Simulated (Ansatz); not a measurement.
# CH4LiNSi: the cost of one run

All numbers below are computed with Ansatz 0.2.0 (RKS PBE/def2-SVP).

### Step 1. Starting point

Bond lengths: Li1–N2 1.726 Å, N2–C3 1.386 Å, C3–Si4 1.773 Å, N2–H5 1.013 Å, C3–H6 1.100 Å, Si4–H7 1.454 Å, Si4–H8 1.453 Å. Angles: Li1–N2–C3 103.3°, Li1–N2–H5 148.3°, C3–N2–H5 108.3°, N2–C3–Si4 126.9°, N2–C3–H6 113.4°, Si4–C3–H6 118.4°, C3–Si4–H7 119.1°, C3–Si4–H8 118.3°, H7–Si4–H8 115.1°.

Structure file:

```xyz
8

Li   -1.2731    2.4404    0.0971
N    -0.2181    1.2663   -0.6007
C    -0.3197    0.1900    0.2668
Si    0.6862   -1.2696    0.2740
H     0.3946    1.0031   -1.3636
H    -0.9513    0.3933    1.1437
H     1.3991   -1.6436   -0.9370
H     0.2823   -2.3798    1.1197
```

### Step 2. Relaxing end A

input.yaml reads:

```yaml
crystal:
  periodic: [false, false, false]
  atoms:
    - { symbol: Li, position_ang: [-1.2731, 2.4404, 0.09706] }
    - { symbol: "N", position_ang: [-0.21811, 1.26626, -0.60065] }
    - { symbol: C, position_ang: [-0.3197, 0.19003, 0.26681] }
    - { symbol: Si, position_ang: [0.68624, -1.26963, 0.27395] }
    - { symbol: H, position_ang: [0.39459, 1.00308, -1.36356] }
    - { symbol: H, position_ang: [-0.95126, 0.39327, 1.14373] }
    - { symbol: H, position_ang: [1.39908, -1.64363, -0.93702] }
    - { symbol: H, position_ang: [0.28226, -2.37978, 1.11969] }
basis:
  gaussian: { orbitals: def2-SVP }
hamiltonian:
  xc: pbe
relax:
  f_tol: 0.015
  max_steps: 40
```

Started as:

```bash
$ ansatz run input.yaml --threads 1 --pin off --max-ram 2048MiB --backend cpu --events-out ev --progress --plain --runs-dir out
```

**Question.** How long does this run take on 1 thread of Intel Xeon Platinum 8488C (Sapphire Rapids), shared host, and how much memory does it need?

About 29 s, with a peak of 0.16 GiB.
